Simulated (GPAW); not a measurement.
# HfB (Fm-3m) in GPAW: notebook

Aim: see how the results for HfB move with the level of theory and the settings. Levels: LDA+U, PBEsol, PBEsol+D3, PBEsol+D3(BJ), PBEsol+D3(BJ)+ATM. Tasks: single point, relaxation of cell and atoms.

All numbers are computed with GPAW 26.7.0; they aren't measurements. Logs are shortened: lines on timing, memory, paths and dates and some standing lists are left out, and cuts for length are marked. The log counts tension as positive stress, the text compression.

## Step 1: Starting point

Symmetry: Fm-3m, No. 225, cubic system. The conventional cell has a = 4.620 Å, b = 4.620 Å, c = 4.620 Å, α = 90.00°, β = 90.00°, γ = 90.00°. Hf (site symmetry m-3m) has 6 B at 2.31 Å as nearest neighbours. Around B (site symmetry m-3m) lie 6 Hf at 2.31 Å.

## Step 2: Single point, LDA+U

The input, run.py:

```python
from ase.dft.bandgap import bandgap
from ase.io import read, write
from ase.units import GPa
from gpaw import GPAW, PW

atoms = read('HfB.xyz')

calc = GPAW(mode=PW(550),
            xc='LDA',
            kpts={'size': (8, 8, 8), 'gamma': True},
            occupations={'name': 'fermi-dirac', 'width': 0.05},
            setups={'Hf': ':d,4.5'},
            nbands=17,
            maxiter=120,
            txt='gpaw.txt')
atoms.calc = calc
energy = atoms.get_potential_energy()
forces = atoms.get_forces()
stress = atoms.get_stress()
calc.write('gs.gpw')
write('result.traj', atoms)
print(f'Energy: {energy:.6f} eV')
print('Forces (eV/A):')
print(forces.round(4))
print('Stress (GPa):', (stress / GPa).round(3))
print('Fermi level:', round(calc.get_fermi_level(), 4), 'eV')
print(f'Gap: {bandgap(calc)[0]:.4f} eV, direct: {bandgap(calc, direct=True)[0]:.4f} eV')
```

The input, HfB.xyz:

```xyz
2
Lattice="0.0000000000 2.3100000000 2.3100000000 2.3100000000 0.0000000000 2.3100000000 2.3100000000 2.3100000000 0.0000000000" Properties=species:S:1:pos:R:3 pbc="T T T"
Hf     2.3100000000      2.3100000000      2.3100000000
B      0.0000000000      0.0000000000      0.0000000000
```

Potentials or basis: the program's PAW data sets (release 1.2.1) made for this functional, pw.

Run with:

```sh
$ OMP_NUM_THREADS=1 python run.py
```

gpaw.txt:

```text
__  _  _
 | _ |_)|_||  |
 |__||  | ||/\| - 26.7.0

Input parameters:
  mode=PW(ecut=550.0),
  kpts=MonkhorstPack(size=(8, 8, 8), gamma=True),
  maxiter=120,
  nbands=17,
  occupations=Occupations(name='fermi-dirac', width=0.05),
  setups={'Hf': ':d,4.5'},
  xc=XC(name='LDA')

Diagonalizing LCAO Hamiltonian
Converting LCAO to pw mode

               Hf

       B

Atoms  # Å, Bohr magnetons
|   | symbol |        x |        y |        z |    initial magnetic moments |
|---|--------|----------|----------|----------|-----------------------------|
| 0 |     Hf | 2.310000 | 2.310000 | 2.310000 | ( 0.0000,  0.0000,  0.0000) |
| 1 |      B | 0.000000 | 0.000000 | 0.000000 | ( 0.0000,  0.0000,  0.0000) |

Unit cell  # Å
| periodic |        x |        y |        z |  lengths |    angles |
|----------|----------|----------|----------|----------|-----------|
|      yes | 0.000000 | 2.310000 | 2.310000 | 3.266833 | 60.000000 |
|      yes | 2.310000 | 0.000000 | 2.310000 | 3.266833 | 60.000000 |
|      yes | 2.310000 | 2.310000 | 0.000000 | 3.266833 | 60.000000 |

Number of symmetries: 48
Symmetry operations  # r_c * U_cc + t_c -> r_c
|    | kind |            matrix            |
|----|------|------------------------------|
|  0 |  σ   |  1, 0, 0,  1, 0,-1,  1,-1, 0 |
|  1 |  C2  |  1, 0, 0,  1,-1, 0,  1, 0,-1 |
|  2 |  E   |  1, 0, 0,  0, 1, 0,  0, 0, 1 |
|  3 |  σ   |  1, 0, 0,  0, 0, 1,  0, 1, 0 |
|  4 |  C4  |  1, 0,-1,  1, 0, 0,  1,-1, 0 |
|  5 |  S6  |  1, 0,-1,  1,-1, 0,  1, 0, 0 |
|  6 |  σ   |  1, 0,-1,  0, 1,-1,  0, 0,-1 |
|  7 |  C3  |  1, 0,-1,  0, 0,-1,  0, 1,-1 |
|  8 |  S6  |  1,-1, 0,  1, 0, 0,  1, 0,-1 |
|  9 |  C4  |  1,-1, 0,  1, 0,-1,  1, 0, 0 |
| 10 |  C3  |  1,-1, 0,  0,-1, 1,  0,-1, 0 |
| 11 |  σ   |  1,-1, 0,  0,-1, 0,  0,-1, 1 |
| 12 |  σ   |  0, 1, 0,  1, 0, 0,  0, 0, 1 |
| 13 |  C4  |  0, 1, 0,  0, 1,-1, -1, 1, 0 |
| 14 |  C3  |  0, 1, 0,  0, 0, 1,  1, 0, 0 |
| 15 |  S6  |  0, 1, 0, -1, 1, 0,  0, 1,-1 |
| 16 |  C2  |  0, 1,-1,  1, 0,-1,  0, 0,-1 |
| 17 |  σ   |  0, 1,-1,  0, 1, 0, -1, 1, 0 |
| 18 |  S4  |  0, 1,-1,  0, 0,-1,  1, 0,-1 |
| 19 |  C4  |  0, 1,-1, -1, 1, 0,  0, 1, 0 |
| 20 |  C3  |  0, 0, 1,  1, 0, 0,  0, 1, 0 |
| 21 |  σ   |  0, 0, 1,  0, 1, 0,  1, 0, 0 |
| 22 |  S6  |  0, 0, 1,  0,-1, 1, -1, 0, 1 |
| 23 |  C4  |  0, 0, 1, -1, 0, 1,  0,-1, 1 |
| 24 |  S4  |  0, 0,-1,  1, 0,-1,  0, 1,-1 |
| 25 |  C3  |  0, 0,-1,  0, 1,-1,  1, 0,-1 |
| 26 |  C2  |  0, 0,-1,  0,-1, 0, -1, 0, 0 |
| 27 |  S6  |  0, 0,-1, -1, 0, 0,  0,-1, 0 |
| 28 |  S4  |  0,-1, 1,  1,-1, 0,  0,-1, 0 |
| 29 |  C4  |  0,-1, 1,  0, 0, 1, -1, 0, 1 |
| 30 |  C2  |  0,-1, 1,  0,-1, 0,  1,-1, 0 |
| 31 |  σ   |  0,-1, 1, -1, 0, 1,  0, 0, 1 |
| 32 |  C3  |  0,-1, 0,  1,-1, 0,  0,-1, 1 |
| 33 |  S6  |  0,-1, 0,  0, 0,-1, -1, 0, 0 |
| 34 |  S4  |  0,-1, 0,  0,-1, 1,  1,-1, 0 |
| 35 |  C2  |  0,-1, 0, -1, 0, 0,  0, 0,-1 |
| 36 |  C2  | -1, 1, 0,  0, 1, 0,  0, 1,-1 |
| 37 |  S6  | -1, 1, 0,  0, 1,-1,  0, 1, 0 |
| 38 |  S4  | -1, 1, 0, -1, 0, 1, -1, 0, 0 |
| 39 |  C3  | -1, 1, 0, -1, 0, 0, -1, 0, 1 |
| 40 |  S6  | -1, 0, 1,  0, 0, 1,  0,-1, 1 |
| 41 |  C2  | -1, 0, 1,  0,-1, 1,  0, 0, 1 |
| 42 |  C3  | -1, 0, 1, -1, 1, 0, -1, 0, 0 |
| 43 |  S4  | -1, 0, 1, -1, 0, 0, -1, 1, 0 |
| 44 |  C2  | -1, 0, 0,  0, 0,-1,  0,-1, 0 |
[... 70 lines left out ...]
    |   5s |  2.000 |     -66.988 |    1.397 |
    |   6s |  2.000 |      -5.250 |    1.397 |
    |   5p |  6.000 |     -35.740 |    1.307 |
    |   6p |  0.000 |      -1.470 |    1.307 |
    |   5d |  2.000 |      -2.880 |    1.334 |
    |    d |        |      24.331 |    1.334 |

    Using partial waves for Hf as LCAO basis

  B:
    name:    Boron
    Z:       5.0
    valence: 3
    core:    2
    charge:  0.0  # [|e|]
    compensation charges:
      type: gauss
      rc: 0.20  # [Å]
      lmax: 2
    cutoffs:
      filter: 1.14  # [Å]
      core: 1.42  # [Å]
    projectors
    | kind |    occ | energy [eV] | rcut [Å] |
    |------|--------|-------------|----------|
    |   2s |  2.000 |      -9.383 |    0.635 |
    |   2p |  1.000 |      -3.714 |    0.635 |
    |    s |        |      17.828 |    0.635 |
    |    p |        |      23.498 |    0.635 |
    |    d |        |       0.000 |    0.635 |

    Using partial waves for B as LCAO basis

Reference energy: -410303.942772  # eV

eigensolver:
  PPCG
  Converge bands: occupied
  niter=2

density mixing:
  MSR1-Mixer
  Pratt-step length: 0.05
  Maximum mixing coefficient: 0.75
  Old densities: 10
  SVD Regularization: 0.005
  Good broyden scale: 1.0
  Trust region scale: 1.0
  Backstep threshold: 4.0
  History deletion threshold: 6.0
  Fourier metric: weight=20.0, sigma=0.015

occupation numbers:
  Fermi-Dirac:
    width: 0.0500  # eV

poisson solver:
  ecut: 4400.0  # eV

xc functional:
  name: None

convergence criteria:
- Maximum [total energy] change in last 3 cyles: 0.0005 eV / valence electron
- Maximum integral of absolute [dens]ity change: 0.0001 electrons / valence electron
- Maximum integral of absolute [eigenst]ate change: 4e-08 eV^2 / valence electron
maximum number of iterations: 120

SCF iterations
|iter     | |      energy | eigst |  dens |
|---------|-|-------------|-------|-------|
|iter:   1| |  -13.856998 | -0.27 |       |
|iter:   2| |  -13.502286 | -2.52 | -0.86 |
|iter:   3| |  -12.348117 | -1.45 | -0.91 |
|iter:   4| |  -12.408656 | -3.31 | -1.72 |
|iter:   5| |  -12.444295 | -3.10 | -2.00 |
|iter:   6| |  -12.445791 | -4.36 | -2.69 |
|iter:   7| |  -12.446136c| -5.26 | -3.19 |
|iter:   8| |  -12.446144c| -6.59 | -4.01c|
|iter:   9| |  -12.446144c| -7.50c| -4.78c|

Converged in 9 steps
Energy contributions relative to reference atoms: (reference = -410303.942772)

Energy contributions:
  Kinetic:          35.085689
  Coulomb:         -30.961686
  Zero:             -0.431486
  External:          0.000000
  Xc:              -16.133216
  Entropy:          -0.010888
  Spinorbit:         0.000000
  ----------------------------
  Free energy:     -12.451588
  Extrapolated:    -12.446144

dipole moment: (-7.116383, -7.116383, -7.116383)  # |e|*Ang

Fermi level: 10.729
Eigenvalues  # (at kpt = [0.000, 0.000, 0.000])
| band index |      eig [eV] | occ [0-2] |
|------------|---------------|-----------|
|          0 |       -49.976 |     2.000 |
|          1 |       -18.657 |     2.000 |
|          2 |       -18.657 |     2.000 |
|          3 |       -18.657 |     2.000 |
|          4 |         0.817 |     2.000 |
|          5 |        13.732 |     0.000 |
|          6 |        13.732 |     0.000 |
|          7 |        13.732 |     0.000 |
|          8 |        14.463 |     0.000 |
|          9 |        14.463 |     0.000 |
|         10 |        14.463 |     0.000 |
|         11 |        14.865 |     0.000 |
|         12 |        14.865 |     0.000 |
|        ... |               |           |
|         16 |        37.310 |     0.000 |

No gap
No difference between direct/indirect transitions

Forces  # eV/Ang
|       x |        y |        z |
|---------|----------|----------|
| 0.00000 | -0.00000 | -0.00000 |  # Hf   0
| 0.00000 |  0.00000 |  0.00000 |  # B    1

Stress tensor  # eV/Ang^3
|         x |         y |         z |
|-----------|-----------|-----------|
| -0.228897 |  0.000000 | -0.000000 |
|  0.000000 | -0.228897 |  0.000000 |
| -0.000000 |  0.000000 | -0.228897 |

# Writing to gs.gpw (mode='')
```

Run time: 7.5 s. Hardware: 1 thread of Arm Neoverse V2, shared host; peak memory 0.14 GiB.

The run converged, but some of its settings lie outside the range that counts as converged, so its numbers aren't taken as properties of the crystal.

Results:

| Quantity | Value |
| --- | --- |
| Free energy | -12.4516 eV |
| Pressure | 36.7 GPa |
| Band gap on the k mesh | none (metal or under the smearing width) |

Caveat: the cutoff is short for stress and forces, so pressures can be off by a GPa or more; a pressure of tens of GPa on the cell as given is suspect, and the run, the potentials or the cell itself is likely at fault; U without spin polarisation on a metal has little footing; the U is typed as a test and isn't derived for this compound.

## Step 3: Relaxation of cell and atoms, PBEsol

The input, run.py:

```python
from ase import Atoms
from ase.filters import FrechetCellFilter
from ase.io import write
from ase.optimize import BFGS
from gpaw import GPAW, PW, setup_paths

setup_paths.insert(0, '.')

atoms = Atoms(['Hf', 'B'],
              cell=[[0.0, 2.31, 2.31],
                    [2.31, 0.0, 2.31],
                    [2.31, 2.31, 0.0]],
              scaled_positions=[[0.5, 0.5, 0.5],
                                [0.0, 0.0, 0.0]],
              pbc=True)

calc = GPAW(mode=PW(800),
            xc='PBEsol',
            kpts={'size': (10, 10, 10), 'gamma': True},
            occupations={'name': 'fermi-dirac', 'width': 0.05},
            nbands=17,
            convergence={'density': 1e-05, 'forces': 0.0001},
            maxiter=150,
            txt='gpaw.txt')
atoms.calc = calc
opt = BFGS(FrechetCellFilter(atoms), trajectory='relax.traj', logfile='-')
done = opt.run(fmax=0.02, steps=60)
calc.write('gs.gpw')
write('result.traj', atoms)
print('Converged:', done)
print('Cell:', atoms.cell.cellpar().round(4))
print('Volume:', round(atoms.get_volume(), 4))
print(atoms.get_scaled_positions().round(5))
```

Potentials or basis: PAW data sets generated in the run's folder for this functional, pw.

Run with:

```sh
$ gpaw-setup -f PBEsol B Hf
$ OMP_NUM_THREADS=1 python run.py
```

gpaw.txt:

```text
__  _  _
 | _ |_)|_||  |
 |__||  | ||/\| - 26.7.0

Input parameters:
  mode=PW(ecut=800.0),
  convergence={'density': 1e-05, 'forces': 0.0001},
  kpts=MonkhorstPack(size=(10, 10, 10), gamma=True),
  maxiter=150,
  nbands=17,
  occupations=Occupations(name='fermi-dirac', width=0.05),
  xc=XC(name='PBEsol')

Diagonalizing LCAO Hamiltonian
Converting LCAO to pw mode

               Hf

       B

Atoms  # Å, Bohr magnetons
|   | symbol |        x |        y |        z |    initial magnetic moments |
|---|--------|----------|----------|----------|-----------------------------|
| 0 |     Hf | 2.310000 | 2.310000 | 2.310000 | ( 0.0000,  0.0000,  0.0000) |
| 1 |      B | 0.000000 | 0.000000 | 0.000000 | ( 0.0000,  0.0000,  0.0000) |

Unit cell  # Å
[... 807 lines left out ...]

Atoms  # Å, Bohr magnetons
|   | symbol |        x |        y |         z |    initial magnetic moments |
|---|--------|----------|----------|-----------|-----------------------------|
| 0 |     Hf | 2.398892 | 2.398892 |  2.398892 | ( 0.0000,  0.0000,  0.0000) |
| 1 |      B | 0.000000 | 0.000000 | -0.000000 | ( 0.0000,  0.0000,  0.0000) |

Unit cell  # Å
| periodic |        x |        y |        z |  lengths |    angles |
|----------|----------|----------|----------|----------|-----------|
|      yes | 0.000000 | 2.398892 | 2.398892 | 3.392546 | 60.000000 |
|      yes | 2.398892 | 0.000000 | 2.398892 | 3.392546 | 60.000000 |
|      yes | 2.398892 | 2.398892 | 0.000000 | 3.392546 | 60.000000 |

Number of symmetries: 48
Symmetry operations  # r_c * U_cc + t_c -> r_c
|    | kind |            matrix            |
|----|------|------------------------------|
|  0 |  σ   |  1, 0, 0,  1, 0,-1,  1,-1, 0 |
|  1 |  C2  |  1, 0, 0,  1,-1, 0,  1, 0,-1 |
|  2 |  E   |  1, 0, 0,  0, 1, 0,  0, 0, 1 |
|  3 |  σ   |  1, 0, 0,  0, 0, 1,  0, 1, 0 |
|  4 |  C4  |  1, 0,-1,  1, 0, 0,  1,-1, 0 |
|  5 |  S6  |  1, 0,-1,  1,-1, 0,  1, 0, 0 |
|  6 |  σ   |  1, 0,-1,  0, 1,-1,  0, 0,-1 |
|  7 |  C3  |  1, 0,-1,  0, 0,-1,  0, 1,-1 |
|  8 |  S6  |  1,-1, 0,  1, 0, 0,  1, 0,-1 |
[... 225 lines left out ...]
Stress tensor  # eV/Ang^3
|         x |         y |         z |
|-----------|-----------|-----------|
| -0.000516 | -0.000000 | -0.000000 |
| -0.000000 | -0.000516 |  0.000000 |
| -0.000000 |  0.000000 | -0.000516 |

Forces  # eV/Ang
|       x |        y |        z |
|---------|----------|----------|
| 0.00000 |  0.00000 | -0.00000 |  # Hf   0
| 0.00000 | -0.00000 | -0.00000 |  # B    1

# Writing to gs.gpw (mode='')
```

It took 71 s on 1 thread of Arm Neoverse V2, shared host; peak memory 0.25 GiB.

Results:

```yaml
Free_energy: -16.0122 eV
Relaxed_volume: 13.80 Å³/atom
Relaxed_cell: a = 3.393 Å, b = 3.393 Å, c = 3.393 Å, α = 60.00°, β = 60.00°, γ = 60.00°
Space_group_after_relaxing_to_0.05_Å: Fm-3m (No. 225)
Energy_gained_by_relaxing: 108.2 meV/atom
Ionic_steps: 4
Pressure_after_relaxing: 0.1 GPa
Band_gap_on_the_k_mesh: none (metal or under the smearing width)
```

Step by step:
```
step  energy change (eV)  largest force (eV/Å)  pressure (GPa)  volume (Å³)
   1              0.0000                0.0000           25.59        24.65
   2             -0.1328                0.0000           14.83        25.72
   3             -0.2156                0.0000            1.29        27.43
   4             -0.2164                0.0000            0.08        27.61
```

Final structure:
```yaml
crystal:
  lattice:
    - [0.00000, 2.39889, 2.39889]
    - [2.39889, 0.00000, 2.39889]
    - [2.39889, 2.39889, 0.00000]
  atoms:
    - { symbol: Hf, position: [0.50000, 0.50000, 0.50000] }
    - { symbol: B, position: [0.00000, 0.00000, 0.00000] }
```

Caveat: later steps reuse the first step's grids. The run has no spin-orbit coupling, so splittings on Hf are missing.

(Part 1 of 2 ends here.)
